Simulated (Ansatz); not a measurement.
# FH3HfO2Se: small, medium and large basis sets

An exercise on one series of results from a longer session: the logs are not shown, and one member is left open.

Method: one geometry, several basis sets; program: Ansatz 0.2.0, Gaussian basis.

Levels to be run: PBE0-D4/def2-SVP; ωB97M-V/def2-SVP; PBE0-D4/def2-QZVPP; ωB97M-V/def2-QZVPP; the functionals' def2-TZVPP values are taken from earlier runs.

**Structure used throughout**

An earlier PBE0-D4 in a triple-zeta def2 set relaxation fixed the geometry. Hf takes the def2 core potential; no spin-orbit term is included.

8 atoms, charge 0, spin multiplicity 1.

Atoms are counted from 1 here; the program's logs count them from 0.

Bond lengths: O1–Hf2 1.906 Å, O1–H6 0.951 Å, Hf2–O3 1.903 Å, Hf2–F4 1.911 Å, Hf2–Se5 2.603 Å, O3–H7 0.952 Å, Se5–H8 1.472 Å. Angles: Hf2–O1–H6 169.0°, O1–Hf2–O3 114.3°, O1–Hf2–F4 107.5°, O1–Hf2–Se5 109.5°, O3–Hf2–F4 110.0°, O3–Hf2–Se5 105.2°, F4–Hf2–Se5 110.4°, Hf2–O3–H7 168.5°, Hf2–Se5–H8 89.7°.

The first run:

Contents of in.yaml:

```yaml
crystal:
  periodic: [false, false, false]
  atoms:
    - {symbol: O, position_ang: [-0.775261, 1.354384, 0.763006]}
    - {symbol: Hf, position_ang: [-0.049523, -0.316008, 0.199742]}
    - {symbol: O, position_ang: [1.752453, -0.608635, 0.738300]}
    - {symbol: F, position_ang: [-1.172139, -1.696583, 0.897620]}
    - {symbol: Se, position_ang: [-0.006757, -0.409842, -2.401262]}
    - {symbol: H, position_ang: [-0.965603, 2.228618, 1.086328]}
    - {symbol: H, position_ang: [2.609544, -0.637209, 1.151043]}
    - {symbol: H, position_ang: [-1.392714, 0.085266, -2.434767]}
basis:
  gaussian: {orbitals: def2-SVP}
hamiltonian: {xc: pbe0, dispersion: d4}
output: {orbitals: {seedname: orbitals}}
```

Command:

```sh
$ ansatz run in.yaml --threads 4 --pin off --events-out ev --progress --plain --max-ram 10444MiB
```

Steps of the session up to this table: PBE0-D4 in def2-SVP; ωB97M-V in def2-SVP; PBE0-D4 in def2-QZVPP; ωB97M-V in def2-QZVPP.

One table of the session follows, with a row left open; its other results are not shown here.

It belongs to the step «Functionals by basis». 

```
functional       basis  HOMO (eV)
   PBE0-D4    def2-SVP      -6.82
   PBE0-D4  def2-TZVPP      -6.94
   PBE0-D4  def2-QZVPP      -6.97
   ωB97M-V    def2-SVP      -8.92
   ωB97M-V  def2-TZVPP          ?
   ωB97M-V  def2-QZVPP      -9.09
```

Q: Estimate the row for ωB97M-V, def2-TZVPP from the others.

As computed: HOMO (eV): -9.05. In the column «HOMO (eV)» it lies between ωB97M-V, def2-QZVPP (-9.09) and ωB97M-V, def2-SVP (-8.92).
